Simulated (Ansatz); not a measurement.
**BiTe (CsCl type): equation of state**

The task here is to estimate one member of a computed series from the others.

Method: DFT r²SCAN, scalar-relativistic, plane waves, PAW, in Ansatz 0.2.0.

1 further run of the same task is left out (it didn't finish).

### Starting point

It takes space group Pm-3m (No. 221, cubic). Conventional cell: a = 3.904 Å, b = 3.904 Å, c = 3.904 Å, α = 90.00°, β = 90.00°, γ = 90.00°. Bi (site symmetry m-3m) has 8 Te at 3.38 Å as nearest neighbours. Te (site symmetry m-3m) has 8 Bi at 3.38 Å as nearest neighbours.

As a file:

```xyz
2
Lattice="3.9041 0.0000 0.0000 0.0000 3.9041 0.0000 0.0000 0.0000 3.9041" Properties=species:S:1:pos:R:3 pbc="T T T"
Bi    0.0000    0.0000    0.0000
Te    1.9521    1.9521    1.9521
```

An earlier run at r²SCAN left this cell at 29.754 Å³/atom and 0.00 GPa (10×10×10 mesh).

Volume factors to run: 0.980, 1.020, 0.960, 1.040, 1.070.

Set-up of the first run:

File input.yaml:

```yaml
crystal:
  lattice:
    - [3.8779296675, 0.0, 0.0]
    - [0.0, 3.8779296675, 0.0]
    - [0.0, 0.0, 3.8779296675]
  atoms:
    - { symbol: Bi, position: [0.0, 0.0, 0.0] }
    - { symbol: Te, position: [0.5, 0.5, 0.5] }
basis:
  ecutwfc: 500
  ecutrho_ratio: 4
kpoints:
  mp_grid: { grid: [10, 10, 10] }
hamiltonian:
  xc: r2scan
scf:
  occupations: { method: gaussian, width: 0.05 }
output:
  forces: true
  stress: true
  eigenvalues: true
```

Command:

```sh
$ ansatz run input.yaml --threads 2 --pin off --max-ram 2662MiB --backend cpu --events-out ev --progress --plain --runs-dir out
```

Steps of the session up to this table: Volume × 0.980; Volume × 1.020; Scaling the volume by 0.960; At 1.040 of the relaxed volume; At 1.070 of the relaxed volume.

One table of the session follows, with a row left open; its other results are not shown here.

It belongs to the step «Energy and pressure against volume». 

| volume (Å³/atom) | energy (meV/atom) | pressure (GPa) |
| --- | --- | --- |
| 28.564 | 9.73 | 2.71 |
| 29.159 | ? | ? |
| 29.754 | 0.00 | 0.00 |
| 30.349 | 2.16 | -1.14 |
| 30.944 | 8.34 | -2.15 |
| 31.837 | 24.02 | -3.38 |

Q: Estimate the row for volume (Å³/atom) = 29.159 from the others.

Worked estimate for «energy (meV/atom)». A straight line through the neighbours (28.564, 9.73) and (29.754, 0.00) gives 9.73 + (0.00 − 9.73) × (29.159 − 28.564) / (29.754 − 28.564) = 4.87; a parabola fitted to 3 rows on both sides gives 2.52.

**Answer.** energy (meV/atom): 2.34; pressure (GPa): 1.28. In «energy (meV/atom)» the line misses by +2.53 and the parabola by +0.18.
